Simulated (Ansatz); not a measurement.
# Ti (Titanium): the cost of one run

Program: Ansatz 0.2.0. Level of theory: DFT LDA, frozen-core PAW, scalar-relativistic unless said. These are calculated values, not measurements.

## (1) The starting structure

Symmetry: P6_3/mmc, No. 194, hexagonal system. Conventional cell: a = 2.950 Å, b = 2.950 Å, c = 4.680 Å, α = 90.00°, β = 90.00°, γ = 120.00°. Ti (site symmetry -6m2) is surrounded by 12 Ti at 2.89 to 2.95 Å.

As a file:

```cif
data_structure
_symmetry_space_group_name_H-M 'P 1'
_symmetry_Int_Tables_number 1
_cell_length_a 2.9500
_cell_length_b 2.9500
_cell_length_c 4.6800
_cell_angle_alpha 90.000
_cell_angle_beta 90.000
_cell_angle_gamma 120.000
_cell_volume 35.27
loop_
_atom_site_label
_atom_site_type_symbol
_atom_site_fract_x
_atom_site_fract_y
_atom_site_fract_z
_atom_site_occupancy
Ti1 Ti 0.33333 0.66667 0.25000 1
Ti2 Ti 0.66667 0.33333 0.75000 1
```

Cartesian axes are those of the input's lattice vectors. The structure goes back to a database entry.

## (2) Cell and atoms relaxed, PAW

input.yaml

```yaml
crystal:
  lattice:
    - [2.95000000002, 0.0, 0.0]
    - [-1.47500000001, 2.55477494118, 0.0]
    - [0.0, 0.0, 4.68]
  atoms:
    - { symbol: Ti, position: [0.333333333333, 0.666666666667, 0.25] }
    - { symbol: Ti, position: [0.666666666667, 0.333333333333, 0.75] }
kpoints:
  mp_grid: { grid: [18, 18, 10] }
scf:
  occupations: { method: fermi_dirac, width: 0.08 }
hamiltonian:
  xc: lda
  pseudopotentials: { kind: paw }
relax:
  f_tol: 0.002
  max_steps: 80
  cell: {}
output:
  forces: true
  stress: true
  write_density: true
  write_potential: true
  elf: true
  volumetric_format: npy
```

On the command line:

```
$ ansatz run input.yaml --threads 1 --pin off --max-ram 3072MiB --backend cpu --events-out ev --progress --plain --runs-dir out
```

Q: Estimate wall time and peak memory on 1 thread of Arm Neoverse V2, shared host.

About 43 s, with a peak of 0.39 GiB.
